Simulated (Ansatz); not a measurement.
**C2H5GeN (SMILES C1=[N][GeH2][CH2]1): PBE/def2-SVP**

Aim: the vertical singlet–triplet gap of C2H5GeN at PBE/def2-SVP, from 2 runs. 

Program for the calculation: Ansatz 0.2.0.

82 further runs of the same task are left out: 82 set aside as unsound or not needed.

### 1 Starting point

C2H5GeN: 9 atoms, total charge 0, spin state singlet. As SMILES, `C1=[N][GeH2][CH2]1`. The shape is that of a PBE0-D4/def2-TZVP optimisation.

Bond lengths: C1–N2 1.278 Å, N2–Ge3 1.910 Å, C1–C4 1.512 Å, Ge3–C4 1.983 Å, C1–H5 1.098 Å, Ge3–H6 1.538 Å, Ge3–H7 1.538 Å, C4–H8 1.092 Å, C4–H9 1.092 Å. Some angles: C1–N2–Ge3 89.9°, N2–C1–C4 114.8°, N2–Ge3–C4 74.4°, C1–C4–Ge3 80.9°, N2–C1–H5 121.7°, C4–C1–H5 123.5°, N2–Ge3–H6 115.0°, N2–Ge3–H7 115.0°, C4–Ge3–H6 118.6°, C4–Ge3–H7 118.6°.

### 2 The energy at PBE/def2-SVP

Contents of in.yaml:

```yaml
crystal:
  periodic: [false, false, false]
  atoms:
    - {symbol: C, position_ang: [-0.186800, -0.549700, -1.075100]}
    - {symbol: N, position_ang: [1.035900, -0.182500, -1.141500]}
    - {symbol: Ge, position_ang: [0.903900, 0.560600, 0.613000]}
    - {symbol: C, position_ang: [-0.885400, -0.197100, 0.218500]}
    - {symbol: H, position_ang: [-0.675600, -1.079500, -1.903400]}
    - {symbol: H, position_ang: [1.056500, 2.089100, 0.684100]}
    - {symbol: H, position_ang: [1.776000, -0.127000, 1.676700]}
    - {symbol: H, position_ang: [-1.720500, 0.497400, 0.107000]}
    - {symbol: H, position_ang: [-1.215600, -1.057700, 0.803700]}
basis:
  gaussian:
    orbitals: def2-SVP
output: {orbitals: {seedname: orbitals}}
accuracy: high
hamiltonian:
  xc: {name: PBE}
```

Started as:

```bash
$ ansatz run in.yaml --threads 1 --pin off --max-ram 3480MiB --events-out events.jsonl --progress --plain --runs-dir runs
```

What it wrote:

```text
Warning: RAYON_NUM_THREADS=1 ignored (pool sized by the plan → 1); use --threads N
Functional definition: PBE
  name "PBE"
  parameter kappa = 0.804
  parameter beta = 0.06672455060314922
  exchange = pbe_x(kappa = kappa, mu = beta*pi^2/3)
  correlation = pbe_c(beta = beta)
2271 factors; integrals over basis functions are off by at most 4.6e-9 eV
mean field evaluation 1: about -60129.0717 eV, gradient 6.6e1 eV
mean field evaluation 2: about -60088.7612 eV, gradient 1.3e2 eV
mean field evaluation 4: about -60138.1155 eV, gradient 2.2e1 eV
mean field evaluation 8: about -60139.1978 eV, gradient 2.9e-1 eV
mean field evaluation 16: about -60139.1921 eV, gradient 3.2e-5 eV
mean field -60139.19209038 eV, -2210.0745455130 hartree, gradient 2.1e-8 eV, S^2 0.000000; 0 other end points of the search recorded, 0 dependent functions left out
reference -60139.19209376 eV, -2210.0745456372 hartree; 28, 28 occupied and 71, 71 virtual orbitals, 2271 factors
Total energy: -60139.19209376 eV, -2210.0745456372 hartree
```

It took 3.6 s on 1 thread of AMD EPYC 9R45 (Zen 5), shared host; peak memory 0.28 GiB.

### 3 The triplet at the same level

Contents of input.yaml:

```yaml
crystal:
  periodic: [false, false, false]
  atoms:
    - symbol: C
      position_ang: [-0.186800, -0.549700, -1.075100]
    - symbol: N
      position_ang: [1.035900, -0.182500, -1.141500]
    - symbol: Ge
      position_ang: [0.903900, 0.560600, 0.613000]
    - symbol: C
      position_ang: [-0.885400, -0.197100, 0.218500]
    - symbol: H
      position_ang: [-0.675600, -1.079500, -1.903400]
    - symbol: H
      position_ang: [1.056500, 2.089100, 0.684100]
    - symbol: H
      position_ang: [1.776000, -0.127000, 1.676700]
    - symbol: H
      position_ang: [-1.720500, 0.497400, 0.107000]
    - symbol: H
      position_ang: [-1.215600, -1.057700, 0.803700]
basis:
  gaussian: {orbitals: def2-SVP}
magnetization: {spin_polarized: true, initial_magnetization: 2}
hamiltonian: {xc: {name: PBE}}
accuracy: high
output: {orbitals: {seedname: orbitals}}
```

Started as:

```bash
$ ansatz run input.yaml --threads 1 --pin off --max-ram 3480MiB --events-out events.jsonl --progress --plain --runs-dir runs
```

What it wrote, cut to the lines that bear on the results:

```text
Warning: RAYON_NUM_THREADS=1 ignored (pool sized by the plan → 1); use --threads N
[... 6 set-up lines as earlier in the session ...]
2271 factors; integrals over basis functions are off by at most 4.6e-9 eV
mean field evaluation 1: about -60124.8897 eV, gradient 4.6e1 eV
mean field evaluation 2: about -60068.9388 eV, gradient 1.0e2 eV
mean field evaluation 4: about -60130.4983 eV, gradient 2.4e1 eV
mean field evaluation 8: about -60135.2363 eV, gradient 5.5e-1 eV
mean field evaluation 16: about -60135.2315 eV, gradient 2.4e-4 eV
mean field evaluation 32: about -60129.5091 eV, gradient 2.0e1 eV
mean field -60135.23153618 eV, -2209.9289978307 hartree, gradient 5.1e-8 eV, S^2 2.004503; 8 other end points of the search recorded, 0 dependent functions left out
reference -60135.23153963 eV, -2209.9289979576 hartree; 29, 27 occupied and 70, 72 virtual orbitals, 2271 factors
Total energy: -60135.23153963 eV, -2209.9289979576 hartree
```

It took 8.4 s on 1 thread of AMD EPYC 9R45 (Zen 5), shared host; peak memory 0.37 GiB.

### 4 What came out

At PBE/def2-SVP:

| quantity | value |
| --- | --- |
| singlet: total energy | -2210.07455 Eh |
| singlet: HOMO energy | -5.41 eV |
| singlet: LUMO energy | -1.26 eV |
| singlet: HOMO–LUMO gap | 4.15 eV |
| triplet: total energy | -2209.92900 Eh |
| triplet: HOMO energy (highest over α and β) | -1.46 eV |
| triplet: ⟨S²⟩ | 2.005 |
| vertical energy of the triplet above the singlet | 3.961 eV |

In words: At this shape the triplet lies 3.96 eV (91 kcal/mol) above the singlet.
